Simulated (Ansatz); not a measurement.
# C8H16O: a ladder of functionals and wavefunction methods

The task here is to estimate one member of a computed series from the others.

Method: functionals in def2-TZVPP, the program's frozen cores in correlated methods; program: Ansatz 0.2.0, Gaussian basis.

Plan: PBE-D4, r2SCAN-D4, PBE0-D4, B3LYP-D4, ωB97X-V, ωB97M-V, B2PLYP; CCSD(T)/def2-TZVPP; MP2/def2-QZVPP; extrapolation to the limit.

## The relaxed structure

The geometry comes from an earlier relaxation with PBE0-D4 in a triple-zeta def2 set; it is a stationary point, not always the lowest conformer.

25 atoms, charge 0, spin multiplicity 1.

Atoms are counted from 1 here; the program's logs count them from 0.

Bond lengths: C1–C2 1.525 Å, C1–H10 1.093 Å, C1–H11 1.092 Å, C1–H12 1.093 Å, C2–C3 1.525 Å, C2–C4 1.524 Å, C2–H13 1.093 Å, C3–H14 1.093 Å, C3–H15 1.093 Å, C3–H16 1.092 Å, C4–O5 1.207 Å, C4–C6 1.527 Å, C6–C7 1.531 Å, C6–C8 1.531 Å, C6–C9 1.521 Å, C7–H17 1.093 Å, C7–H18 1.093 Å, C7–H19 1.092 Å and more. Angles: C2–C1–H10 111.8°, C2–C1–H11 110.0°, C2–C1–H12 110.3°, H10–C1–H11 108.1°, H10–C1–H12 108.0°, H11–C1–H12 108.6°, C1–C2–C3 111.2°, C1–C2–C4 109.1°, C1–C2–H13 108.9°, C3–C2–C4 109.2°, C3–C2–H13 108.9°, C4–C2–H13 109.6°, C2–C3–H14 110.4°, C2–C3–H15 111.7°, C2–C3–H16 110.0°, H14–C3–H15 108.0°, H14–C3–H16 108.6°, H15–C3–H16 108.1° and more.

Geometry (Å):

```
C    -2.2341    1.2423   -0.0361
C    -0.7192    1.2148   -0.2095
C    -0.1005    2.5650    0.1350
C    -0.1327    0.1467    0.7061
O    -0.2730    0.2447    1.9009
C     0.6210   -1.0267    0.0833
C     1.8191   -0.4832   -0.7004
C    -0.3210   -1.7763   -0.8629
C     1.1049   -1.9653    1.1781
H    -2.6915    0.2913   -0.3196
H    -2.4864    1.4423    1.0071
H    -2.6732    2.0269   -0.6567
H    -0.4868    0.9738   -1.2499
H    -0.5372    3.3522   -0.4842
H     0.9802    2.5677   -0.0269
H    -0.2867    2.8039    1.1837
H     2.5052    0.0592   -0.0452
H     2.3704   -1.3150   -1.1468
H     1.5172    0.1853   -1.5092
H    -1.1864   -2.1723   -0.3257
H    -0.6827   -1.1435   -1.6761
H     0.2090   -2.6206   -1.3115
H     1.6448   -2.8063    0.7353
H     1.7711   -1.4507    1.8719
H     0.2685   -2.3563    1.7594
```

Set-up of the first run:

in.yaml reads:

```yaml
crystal:
  periodic: [false, false, false]
  atoms:
    - {symbol: C, position_ang: [-2.234079, 1.242320, -0.036052]}
    - {symbol: C, position_ang: [-0.719213, 1.214820, -0.209478]}
    - {symbol: C, position_ang: [-0.100487, 2.564998, 0.134973]}
    - {symbol: C, position_ang: [-0.132696, 0.146698, 0.706075]}
    - {symbol: O, position_ang: [-0.272963, 0.244688, 1.900877]}
    - {symbol: C, position_ang: [0.620962, -1.026686, 0.083325]}
    - {symbol: C, position_ang: [1.819144, -0.483212, -0.700352]}
    - {symbol: C, position_ang: [-0.321043, -1.776306, -0.862938]}
    - {symbol: C, position_ang: [1.104888, -1.965350, 1.178083]}
    - {symbol: H, position_ang: [-2.691486, 0.291316, -0.319558]}
    - {symbol: H, position_ang: [-2.486379, 1.442308, 1.007050]}
    - {symbol: H, position_ang: [-2.673241, 2.026913, -0.656723]}
    - {symbol: H, position_ang: [-0.486754, 0.973849, -1.249876]}
    - {symbol: H, position_ang: [-0.537153, 3.352153, -0.484228]}
    - {symbol: H, position_ang: [0.980169, 2.567741, -0.026893]}
    - {symbol: H, position_ang: [-0.286689, 2.803935, 1.183694]}
    - {symbol: H, position_ang: [2.505226, 0.059245, -0.045219]}
    - {symbol: H, position_ang: [2.370379, -1.315021, -1.146760]}
    - {symbol: H, position_ang: [1.517154, 0.185312, -1.509243]}
    - {symbol: H, position_ang: [-1.186375, -2.172273, -0.325740]}
    - {symbol: H, position_ang: [-0.682715, -1.143548, -1.676056]}
    - {symbol: H, position_ang: [0.208953, -2.620648, -1.311495]}
    - {symbol: H, position_ang: [1.644780, -2.806314, 0.735279]}
    - {symbol: H, position_ang: [1.771149, -1.450652, 1.871872]}
    - {symbol: H, position_ang: [0.268489, -2.356286, 1.759374]}
basis:
  gaussian: {orbitals: def2-TZVPP}
hamiltonian: {xc: pbe, dispersion: d4}
output: {forces: true, orbitals: {seedname: orbitals}}
```

Command:

```
$ ansatz run in.yaml --threads 4 --pin off --events-out ev --progress --plain --max-ram 66560MiB --backend cuda --devices 0, --max-vram 37GiB
```

Among the steps run: PBE-D4 (GGA); r2SCAN-D4 (meta-GGA); PBE0-D4 (hybrid); B3LYP-D4 (hybrid); ωB97X-V (range-separated); ωB97M-V (range-separated); B2PLYP (double hybrid); CCSD(T) in def2-TZVPP; MP2 in def2-QZVPP.

One of the session's tables, all rows but one given; the rest of the session is left out.

It belongs to the step «Atomisation energies». 

| method | atoms, summed (eV) | atomisation energy (eV) |
| --- | --- | --- |
| PBE-D4 | -10486.487 | 108.629 |
| r2SCAN-D4 | -10495.998 | 106.687 |
| PBE0-D4 | -10489.395 | 107.182 |
| B3LYP-D4 | -10503.774 | 106.404 |
| ωB97X-V | -10499.487 | 106.542 |
| ωB97M-V | -10496.902 | 106.693 |
| B2PLYP | ? | ? |
| HF/def2-TZVPP | -10458.762 | 79.603 |
| MP2/def2-TZVPP | -10477.008 | 105.528 |
| CCSD/def2-TZVPP | -10481.903 | 102.719 |
| CCSD(T)/def2-TZVPP | -10482.423 | 104.141 |
| MP2/CBS | -10480.271 | 107.748 |
| CCSD(T)/CBS | -10485.685 | 106.361 |

Q: Estimate the row for B2PLYP from the others.

**Answer.** atoms, summed (eV): -10493.962; atomisation energy (eV): 105.321. In the column «atoms, summed (eV)» it lies between r2SCAN-D4 (-10495.998) and PBE0-D4 (-10489.395).
